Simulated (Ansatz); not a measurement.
# NiMoIrPdW (P3m1) in Ansatz: notebook

Runs on NiMoIrPdW. Level: PBE. Tasks: atomic charges, electron localisation function.

Program: Ansatz 0.2.0. These are calculated values, not measurements. Logs are shortened: lines on timing, memory, paths and dates and some standing lists are left out, and cuts for length are marked.

**1. Starting point**

The structure is trigonal, space group P3m1 (No. 156). The conventional cell has a = 2.766 Å, b = 2.766 Å, c = 11.023 Å, α = 90.00°, β = 90.00°, γ = 120.00°. Around Ni (site symmetry 3m) lie 3 Mo at 2.60 Å and 3 Pd at 2.71 Å and 6 Ni at 2.77 Å. Around Mo (site symmetry 3m) lie 3 Ni at 2.60 Å and 6 Mo at 2.77 Å and 3 Ir at 2.82 Å. Pd (site symmetry 3m) is surrounded by 3 Ni at 2.71 Å and 3 W at 2.74 Å and 6 Pd at 2.77 Å. Around Ir (site symmetry 3m) lie 3 W at 2.74 Å and 6 Ir at 2.77 Å and 3 Mo at 2.82 Å. W (site symmetry 3m) has 3 Pd at 2.74 Å and 3 Ir at 2.74 Å and 6 W at 2.77 Å as nearest neighbours.

The cell was built by a generator and needn't be a form met in nature.

**2. Atomic charges, PBE, collinear spin, ferromagnetic start**

input.yaml

```yaml
crystal:
  lattice:
    - [2.76616, 0.0, 0.0]
    - [-1.38308, 2.39557, 0.0]
    - [0.0, 0.0, 11.02292]
  atoms:
    - { symbol: Ni, position: [0.33333, 0.66667, 0.59712], spin: 1.0 }
    - { symbol: Mo, position: [0.0, 0.0, 0.41074], spin: 1.0 }
    - { symbol: Pd, position: [0.66667, 0.33333, 0.7952] }
    - { symbol: Ir, position: [0.66667, 0.33333, 0.1996], spin: 0.6 }
    - { symbol: W, position: [0.33333, 0.66667, 0.99734] }
hamiltonian:
  xc: pbe
  pseudopotentials: { kind: paw }
magnetization:
  spin_polarized: true
kpoints:
  mp_grid: { grid: [11, 11, 3] }
scf:
  occupations: { method: fermi_dirac, width: 0.05 }
output:
  forces: true
  stress: true
  eigenvalues: true
  bader: true
  populations: true
```

Potentials or basis: Ansatz PAW.

Run with:

```bash
> ansatz run input.yaml --threads 8 --pin off --max-ram 20480MiB --backend cpu --events-out ev --progress --plain --runs-dir out
```

The program printed:

```text
Warning: the atoms were moved onto the symmetric positions of the space group found under crystal.symmetry.tolerance 1.0e-5 (fractional; no operation is sought that the atoms, as they stand in a round, miss by more than twice it, and no atom is moved by as much as it), and the run uses the moved positions. Before a round's move an operation carried an atom to 2.77e-5 Å from where it should land, the largest such distance. Atom 0 (counting from 0) moved farthest, by 1.60e-5 Å; the longest move in fractions of the cell, of whichever atom, is 0.47 of the tolerance, in 1 round. To run the atoms as typed, lower crystal.symmetry.tolerance until the operations that they miss are no longer found, or set crystal.symmetry.detect: false (a key that needs symmetry detection or time reversal refuses this as the deck is read). The positions used, in the order of the run's atom list: position: [0.3333333333333333, 0.6666666666666666, 0.59712]; position: [0.0, 0.0, 0.41074]; position: [0.6666666666666666, 0.3333333333333333, 0.7952]; position: [0.6666666666666666, 0.3333333333333333, 0.1996]; position: [0.3333333333333333, 0.6666666666666666, 0.99734]; The lattice was moved too: crystal.lattice keeps the space group found at crystal.symmetry.tolerance 1.0e-5 only nearly: the operation that it misses by the most changes a squared length by the fraction 3.74e-6. The run uses the lattice that is a stretch of the typed one, with no rotation, onto the one that keeps every operation to a double's rounding (on a very oblique basis the stretch itself rounds by more); the deck's lattice vector that moved farthest moved by 2.98e-6 Å. To run the lattice as typed, set crystal.symmetry.tolerance under 3.73e-6, the least fraction by which an operation that the lattice misses changes a squared length (the same key also sets how far an atom may lie from its image, so lowering it can lose operations that the atoms keep only within it), or set crystal.symmetry.detect: false, as for the atoms. crystal.lattice made exact, in Å and degrees: [[2.766162984364202, 0.0, 0.0], [-1.383081492182101, 2.3955674154675757, 0.0], [0.0, 0.0, 11.02292]]. Pasted over the deck's crystal.lattice, beside positions in fractional coordinates, it runs the same cell (given as lengths and angles, that cell in the form's own orientation, a rigid turn of the misfit's size from the one run here, for which a checkpoint.post_process_only pass over this run's state can be refused: where this run relaxes nothing, give such a pass this deck's own crystal.lattice, as typed; behind a relaxation, as crystal.lattice, the state's own cell, identity.cell in its checkpoint.json), and a matrix so pasted ends this notice, except on a very skew basis of the lattice, where the rounding of the pasted numbers themselves can read as a misfit: the cell is then moved again, and that move is told again. The lattice as run is in this notice's lattice.as_run_ang field (Run.prep()["deck_notices"] in Python, the deck_notice line of an events file, deck_notices of ansatz run --dry-run=json, or deck_notices in record.json in the deck's checkpoint.write directory).
Warning: RAYON_NUM_THREADS=8 ignored (pool sized by the plan → 8); use --threads N
Engine: ansatz 0.2.0, aarch64-unknown-linux-gnu
Pseudopotentials: kind: paw
Pseudopotential: Ni, paw, valence charge 18, recommended cutoff 420 eV (normal), Ni.paw.azcp
Pseudopotential: Mo, paw, valence charge 14, recommended cutoff 420 eV (normal), Mo.paw.azcp
Pseudopotential: Pd, paw, valence charge 18, recommended cutoff 420 eV (normal), Pd.paw.azcp
Pseudopotential: Ir, paw, valence charge 17, recommended cutoff 420 eV (normal), Ir.paw.azcp
Pseudopotential: W, paw, valence charge 14, recommended cutoff 420 eV (normal), W.paw.azcp
Functional definition: PBE
  parameter kappa = 0.804
  parameter beta = 0.06672455060314922
[... 116 lines left out ...]
  atom   5  W      0.00000000     0.00000000     0.16093687
  max |Σ_I F_I| component: 6.73e-6 eV/Å
--- Stress (GPa, compression-positive) ---
        0.605327      -0.000000       0.000000
       -0.000000       0.605327       0.000000
        0.000000       0.000000      -0.782183
  P = ⅓ Tr σ = 0.1428 GPa (1.428 kbar)
--- Band table (eV; the first three rows and the last of 84) ---
  k-point 0 ↑: bands = ["-81.9306", "-71.4561", "-63.7421", "-52.9973", "-42.4884", "-42.2222", "-42.2222", "-40.0122", "-29.5856", "-29.2474", "-29.2474", "-28.3411", "-28.0837", "-28.0837", "-17.4170", "-16.6057", "-16.6057", "-14.1859", "-13.3749", "-13.3749", "11.6850", "13.5260", "14.1766", "15.0195", "15.9486", "17.7897", "17.7897", "17.8135", "17.8904", "17.8904", "18.5005", "18.7829", "18.7829", "19.2858", "19.2858", "19.3182", "19.5710", "19.5710", "19.9952", "19.9952", "20.1279", "20.7163", "20.7163", "20.8238", "21.4136", "21.4136", "23.3573", "23.3573", "24.2545", "24.2545", "30.3494"]
  k-point 1 ↑: bands = ["-81.9306", "-71.4561", "-63.7421", "-52.9973", "-42.4884", "-42.2222", "-42.2222", "-40.0122", "-29.5856", "-29.2473", "-29.2473", "-28.3411", "-28.0837", "-28.0837", "-17.4171", "-16.6057", "-16.6057", "-14.1860", "-13.3749", "-13.3749", "11.7216", "13.3171", "14.2683", "15.1655", "16.0060", "17.7887", "17.7887", "17.8657", "17.8922", "17.8922", "18.3962", "18.7601", "18.7601", "19.2084", "19.3606", "19.3606", "19.6057", "19.6057", "19.6185", "19.8457", "19.8457", "20.8007", "20.8007", "21.3987", "21.3987", "21.4824", "23.3422", "23.3422", "24.2619", "24.2619", "29.5750"]
  k-point 2 ↑: bands = ["-81.9302", "-71.4534", "-63.7394", "-52.9890", "-42.4877", "-42.2262", "-42.2232", "-39.9973", "-29.5824", "-29.2713", "-29.2532", "-28.3356", "-28.1240", "-28.0934", "-17.4036", "-16.7040", "-16.6280", "-14.1709", "-13.4762", "-13.3978", "12.0008", "13.8285", "14.4186", "15.2564", "16.1180", "17.5264", "17.6847", "17.8769", "17.9638", "18.1169", "18.3418", "18.6452", "18.7470", "18.7756", "19.3484", "19.4111", "19.5297", "19.6222", "19.6348", "19.9730", "20.2074", "20.5437", "20.9417", "20.9677", "21.4620", "21.5730", "23.3198", "23.7304", "24.2121", "24.6277", "30.5554"]
  k-point 41 ↓: bands = ["-81.9251", "-71.4185", "-63.7044", "-52.8802", "-42.4799", "-42.2623", "-42.2526", "-39.7985", "-29.5407", "-29.4828", "-29.4255", "-28.4758", "-28.3806", "-28.2636", "-17.5283", "-17.3041", "-17.2262", "-14.3319", "-14.0983", "-13.9717", "15.7250", "15.9097", "16.3531", "16.5181", "16.8208", "16.8809", "17.0207", "17.1312", "17.4260", "17.7648", "17.9623", "18.4413", "18.7904", "19.1128", "19.4271", "19.7012", "20.3919", "20.5878", "20.9654", "21.1355", "21.3120", "21.5820", "22.5719", "22.9676", "23.5576", "25.5646", "25.9784", "27.0671", "27.6657", "27.8334", "28.9490"]
--- Löwdin populations: 5 sites ---
  site symbol       q [e]    m [muB]
     0     Ni     17.8373    -0.0000
     1     Mo     14.0805    -0.0000
     2     Pd     17.2655    -0.0000
     3     Ir     16.7536     0.0000
     4      W     14.0922    -0.0000
  spilling = 0.011987 (of n_electrons = 81.000000)
--- Bader charges: 5 sites ---
  site symbol  charge [e]  shift [e]    m [muB]
     0     Ni     -0.1079     0.0012     0.0000
     1     Mo      0.4361     0.0006     0.0000
     2     Pd     -0.3416     0.0005     0.0000
     3     Ir     -0.5816     0.0001     0.0000
     4      W      0.5951     0.0000     0.0000
  estimated error of the sums over rays = 4.8e-4 e
```

Wall time 27 s (8 threads of Arm Neoverse V1, shared host); peak memory 0.73 GiB.

What came out:

```
Free energy            : -40088.6896 eV
Pressure               : 0.1 GPa
Largest force          : 0.161 eV/Å
Band gap on the k mesh : none (metal or under the smearing width)
Net moment             : 0.00 μB per cell
Absolute moment        : 0.00 μB per cell
Bader charges          : Ni -0.11; Mo +0.44; Pd -0.34; Ir -0.58; W +0.60 e
```

Forces in eV/Å, atoms in the order of the input:
```
Ni   0.000  0.000 -0.043
Mo   0.000  0.000 -0.058
Pd   0.000  0.000 -0.073
Ir   0.000  0.000  0.013
W    0.000  0.000  0.161
```

Caveat: the starting moments weren't kept.

**3. Electron localisation function, PBE, collinear spin, ferromagnetic start**

input.yaml, as its differences from that of step 2:

```diff
@@ -24,3 +24,5 @@
   eigenvalues: true
-  bader: true
-  populations: true
+  write_density: true
+  write_potential: true
+  elf: true
+  volumetric_format: npy
```

Potentials or basis: Ansatz PAW.

Run with:

```bash
> ansatz run input.yaml --threads 8 --pin off --max-ram 20480MiB --backend cpu --events-out ev --progress --plain --runs-dir out
```

It took 25 s on 8 threads of Arm Neoverse V1, shared host; peak memory 0.72 GiB.

The run converged. Its results:

```yaml
Free_energy: -40088.6896 eV
Pressure: 0.1 GPa
Largest_force: 0.161 eV/Å
Band_gap_on_the_k_mesh: none (metal or under the smearing width)
Net_moment: 0.00 μB per cell
Absolute_moment: 0.00 μB per cell
```

Forces in eV/Å, atoms in the order of the input:
```
Ni   0.000  0.000 -0.043
Mo   0.000  0.000 -0.058
Pd   0.000  0.000 -0.073
Ir   0.000  0.000  0.013
W    0.000  0.000  0.161
```

Stress tensor (GPa, compression positive):
```
 0.61  0.00  0.00
 0.00  0.61  0.00
 0.00  0.00 -0.78
```

Levels at points of the mesh, in eV from the Fermi level:
Spin up:
```csv
k point,band 36,band 37,band 38,band 39,band 40,band 41,band 42,band 43,band 44,band 45
"(0.00, 0.00, 0.00)",-1.73,-1.48,-1.48,-1.05,-1.05,-0.92,-0.33,-0.33,-0.22,0.37
```
Spin down:
```tsv
k point	band 36	band 37	band 38	band 39	band 40	band 41	band 42	band 43	band 44	band 45
(0.00, 0.00, 0.00)	-1.73	-1.48	-1.48	-1.05	-1.05	-0.92	-0.33	-0.33	-0.22	0.37
```

Caveat: the starting moments weren't kept. The run has no spin-orbit coupling, so splittings on Ir, W are missing.
